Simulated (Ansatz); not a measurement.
# BFH₄Si₂: geometry and vibrations, part 2 of 2

Ansatz 0.2.0, Gaussian basis; RKS PBE0-D4/def2-TZVP. Earlier steps stand in the parts before.

### 4 Harmonic vibrations

Input file in.yaml:

```yaml
crystal:
  periodic: [false, false, false]
  atoms:
    - {symbol: F, position_ang: [1.492242, -0.519765, 1.966268]}
    - {symbol: B, position_ang: [0.976945, -0.263102, 0.781873]}
    - {symbol: Si, position_ang: [-0.037142, 1.237143, 0.000780]}
    - {symbol: Si, position_ang: [-0.363980, -1.137144, -0.370643]}
    - {symbol: H, position_ang: [0.273508, 1.633493, -1.394972]}
    - {symbol: H, position_ang: [-0.762006, 2.302058, 0.743609]}
    - {symbol: H, position_ang: [-0.114504, -1.164708, -1.833050]}
    - {symbol: H, position_ang: [-1.372961, -2.145076, 0.050436]}
basis:
  gaussian: {orbitals: def2-TZVP}
hamiltonian: {xc: pbe0, dispersion: d4}
phonons: {temperatures: {t_min: 298.15, t_max: 900, t_step: 200}}
```

The run is started by

```sh
$ ansatz run in.yaml --threads 2 --pin off --events-out ev --progress --plain --max-ram 4352MiB
```

Standard output (excerpt; [...] marks lines left out):

```text
Functional definition: PBE0
  name "PBE0"
  cite "Adamo & Barone, J. Chem. Phys. 110, 6158 (1999) doi:10.1063/1.478522"
  cite "Perdew, Burke & Ernzerhof, Phys. Rev. Lett. 77, 3865 (1996) doi:10.1103/PhysRevLett.77.3865"
  parent pbe
[...]
1037 factors; their error is unknown
[...]
mean field -19204.33393347 eV, -705.7462548901 hartree, gradient 6.8e-5 eV, S^2 0.000000; 0 other end points of the search recorded, 0 dependent functions left out
[...]
reference -19204.33396749 eV, -705.7462561401 hartree; 23, 23 occupied and 137, 137 virtual orbitals, 1037 factors
[...]
1037 factors; their error is unknown
mean field -19204.33392462 eV, -705.7462545649 hartree, gradient 2.6e-6 eV, S^2 0.000000; 0 other end points of the search recorded, 0 dependent functions left out
[...]
reference -19204.33395864 eV, -705.7462558149 hartree; 23, 23 occupied and 137, 137 virtual orbitals, 1037 factors
[...]
Atom 0 at     1.492242    -0.519765     1.966268 Å, force     0.001456    -0.000953     0.002563 eV/Å
Atom 1 at     0.976945    -0.263102     0.781873 Å, force    -0.001288     0.000960    -0.003309 eV/Å
Atom 2 at    -0.037142     1.237143     0.000780 Å, force     0.002216    -0.000253     0.000787 eV/Å
Atom 3 at    -0.363980    -1.137144    -0.370643 Å, force     0.002741     0.000058    -0.000026 eV/Å
Atom 4 at     0.273508     1.633493    -1.394972 Å, force    -0.001621    -0.000253     0.000717 eV/Å
Atom 5 at    -0.762006     2.302058     0.743609 Å, force    -0.001448    -0.000584    -0.000836 eV/Å
Atom 6 at    -0.114504    -1.164708    -1.833050 Å, force    -0.000265    -0.000873     0.000922 eV/Å
Atom 7 at    -1.372961    -2.145076     0.050436 Å, force    -0.001791     0.001898    -0.000818 eV/Å
Dipole moment:    -0.127372     0.039717    -0.141319 e Å
Vibrations: 94.30 161.57 310.43 313.48 388.03 479.59 545.26 574.26 580.26 624.52 704.85 885.01 908.69 1353.51 2209.00 2212.45 2238.67 2249.33 cm⁻¹, zero-point energy 1.043526 eV
```

Wall time 2 min (2 threads of Arm Neoverse V1, shared host).

Motions are named by where the mode's potential energy lies. Wavenumbers, unscaled:

| mode | cm⁻¹ | motion |
| --- | --- | --- |
| 1 | 94 | bend |
| 2 | 162 | bend |
| 3 | 310 | bend |
| 4 | 313 | bend |
| 5 | 388 | bend with Si–Si stretch |
| 6 | 480 | bend |
| 7 | 545 | bend |
| 8 | 574 | bend |
| 9 | 580 | bend |
| 10 | 625 | bend |
| 11 | 705 | bend with Si–B stretch |
| 12 | 885 | bend |
| 13 | 909 | bend |
| 14 | 1354 | B–F stretch |
| 15 | 2209 | Si–H stretch |
| 16 | 2212 | Si–H stretch |
| 17 | 2239 | Si–H stretch |
| 18 | 2249 | Si–H stretch |

Ideal gas, rigid rotor and harmonic oscillator at 298.15 K and 1 bar, with symmetry number 1:

```
                term            value
   zero-point energy    24.1 kcal/mol
          H(298) − E    28.7 kcal/mol
entropy, translation  165.0 J/(mol K)
   entropy, rotation  110.5 J/(mol K)
  entropy, vibration   54.7 J/(mol K)
      entropy, total  330.2 J/(mol K)
```

### 5 A single point for the fields

Changes to in.yaml since step 4:

```diff
@@ -12,4 +12,4 @@
 basis:
-  gaussian: {orbitals: def2-TZVP}
+  gaussian: {orbitals: def2-TZVPP}
 hamiltonian: {xc: pbe0, dispersion: d4}
-phonons: {temperatures: {t_min: 298.15, t_max: 900, t_step: 200}}
+output: {orbitals: {seedname: orbitals}}
```

Same command.

Standard output:

```text
Functional definition: PBE0
  name "PBE0"
  cite "Adamo & Barone, J. Chem. Phys. 110, 6158 (1999) doi:10.1063/1.478522"
  cite "Perdew, Burke & Ernzerhof, Phys. Rev. Lett. 77, 3865 (1996) doi:10.1103/PhysRevLett.77.3865"
  parent pbe
  parameter a = 0.25
  parameter kappa = 0.804
  parameter beta = 0.06672455060314922
  exchange = (1 - a)*pbe_x(kappa = kappa, mu = beta*pi^2/3) + a*exact_x
  correlation = pbe_c(beta = beta)
1143 factors; their error is unknown
mean field evaluation 1: about -19202.5013 eV, gradient 2.9e1 eV
mean field evaluation 2: about -19201.6083 eV, gradient 3.8e1 eV
mean field evaluation 4: about -19204.3034 eV, gradient 2.0e0 eV
mean field evaluation 8: about -19204.3121 eV, gradient 1.8e-2 eV
mean field -19204.35384644 eV, -705.7469866781 hartree, gradient 4.8e-5 eV, S^2 0.000000; 0 other end points of the search recorded, 0 dependent functions left out
reference -19204.35388019 eV, -705.7469879185 hartree; 23, 23 occupied and 179, 179 virtual orbitals, 1143 factors
Total energy: -19204.49740880 eV, -705.7522624975 hartree
```

It took 3.7 s on 2 threads of Arm Neoverse V1, shared host.

The fields below are evaluated on a grid from the run's orbitals.

Frontier orbitals at PBE0-D4/def2-TZVPP, with the share of their density that lies nearest to each atom:

```
orbital  energy (eV)                                    lies on
   HOMO        -6.95  B2 35 %; Si3, Si4 about 18 % each; F1 9 %
   LUMO        -2.22  B2 46 %; Si3, Si4 about 12 % each; F1 8 %
```

ELF in a plane through or near 4 of the atoms.

Values, 10 rows by 14 columns:
```
0.00 0.00 0.00 0.00 0.00 0.00 0.00 0.00 0.00 0.00 0.00 0.00 0.00 0.00
0.00 0.00 0.00 0.00 0.00 0.01 0.05 0.05 0.02 0.00 0.00 0.00 0.00 0.00
0.00 0.00 0.00 0.00 0.00 0.30 0.84 0.82 0.61 0.03 0.00 0.00 0.00 0.00
0.00 0.00 0.00 0.03 0.10 0.08 0.58 0.76 0.19 0.09 0.06 0.00 0.00 0.00
0.00 0.00 0.02 0.17 0.74 0.97 0.80 0.28 0.98 0.89 0.36 0.04 0.00 0.00
0.00 0.00 0.02 0.17 0.31 0.08 0.30 0.32 0.13 0.17 0.27 0.06 0.00 0.00
0.00 0.00 0.01 0.51 0.99 1.00 0.63 0.19 0.98 1.00 0.85 0.08 0.00 0.00
0.00 0.00 0.00 0.31 0.93 0.95 0.21 0.03 0.84 0.97 0.68 0.02 0.00 0.00
0.00 0.00 0.00 0.00 0.00 0.01 0.00 0.00 0.00 0.01 0.00 0.00 0.00 0.00
0.00 0.00 0.00 0.00 0.00 0.00 0.00 0.00 0.00 0.00 0.00 0.00 0.00 0.00
```
The map spans 9.7 Å across and 10.1 Å up, centred on the molecule. Atoms in the plane (x, y in Å): F1 (0.0, 2.5), B2 (0.0, 1.2), H5 (-1.4, -1.4), H7 (1.4, -1.4).

On the surface of density 0.002 e/bohr³ the electrostatic potential runs, from the 1st to the 99th percentile, from -0.63 V near F1 to 1.15 V near B2.

### 6 Results

The summary covers parts 1 to 2.

```
                  quantity            value
               point group               Cs
                     steps           24 + 8
shift from the start (rms)          0.462 Å
              total energy   -19204.4775 eV
           dispersion term         -144 meV
             dipole moment           0.93 D
lowest, highest wavenumber    94, 2249 cm⁻¹
         zero-point energy    24.1 kcal/mol
       entropy at 298.15 K  330.2 J/(mol K)
                HOMO, LUMO  -6.95, -2.22 eV
```

**Reading.** The atoms moved 0.46 Å (rms) from the start; the bond that changed most is Si3–Si4, from 2.033 to 2.425 Å. No mode is imaginary: a true minimum at this level. The stiffest mode, 2249 cm⁻¹, is an Si–H stretch, and 2 modes under 200 cm⁻¹ make the vibrational entropy uncertain. Harmonic hybrid wavenumbers usually lie a few per cent above measured fundamentals. The largest Mulliken charge, +0.31 e, sits on B2. The HOMO lies mostly on B2 35 %; Si3, Si4 about 18 % each and the LUMO on B2 46 %; Si3, Si4 about 12 % each.
